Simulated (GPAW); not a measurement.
Runs of GPAW 26.7.0 on AlFe3B. Symmetry: Pm-3m, No. 221, cubic system. The conventional cell has a = 3.822 Å, b = 3.822 Å, c = 3.822 Å, α = 90.00°, β = 90.00°, γ = 90.00°. Fe (site symmetry 4/mmm) has 2 B at 1.91 Å as nearest neighbours. Around Al (site symmetry m-3m) lie 12 Fe at 2.70 Å. B (site symmetry m-3m) is surrounded by 6 Fe at 1.91 Å. The cell comes from a database or a generator and needn't be the stable form of this composition.

```csv
level,gap on the mesh (eV),pressure (GPa),moment (μB),relaxed volume (Å³/atom)
PBEsol+D4,none,0.0,4.02,(a)
PBEsol+D3(BJ)+ATM,none,0.0,4.01,10.67
PBEsol,none,0.2,(b),10.85
PBEsol+D3,none,0.0,4.01,10.65
PBEsol+D3(BJ),none,0.0,4.00,10.62
```

Alike in all rows: task relaxation of cell and atoms; potentials or basis PAW data sets generated in the run's folder for this functional, pw; spin collinear, ferromagnetic start; cell relaxed; k mesh 6 × 6 × 6; cutoff (eV) 800; smearing fermi-dirac 0.05 eV.

Task: Fill in the values left out.

Result: (a) 10.70; (b) 4.06.

Caveats: each step starts from the last one's moments, so a moment once lost doesn't come back; later steps reuse the first step's grids; pairwise dispersion overbinds metals, which lowers pressure and volume (some runs).

A gap of «none» marks a metal or a gap under the smearing width.
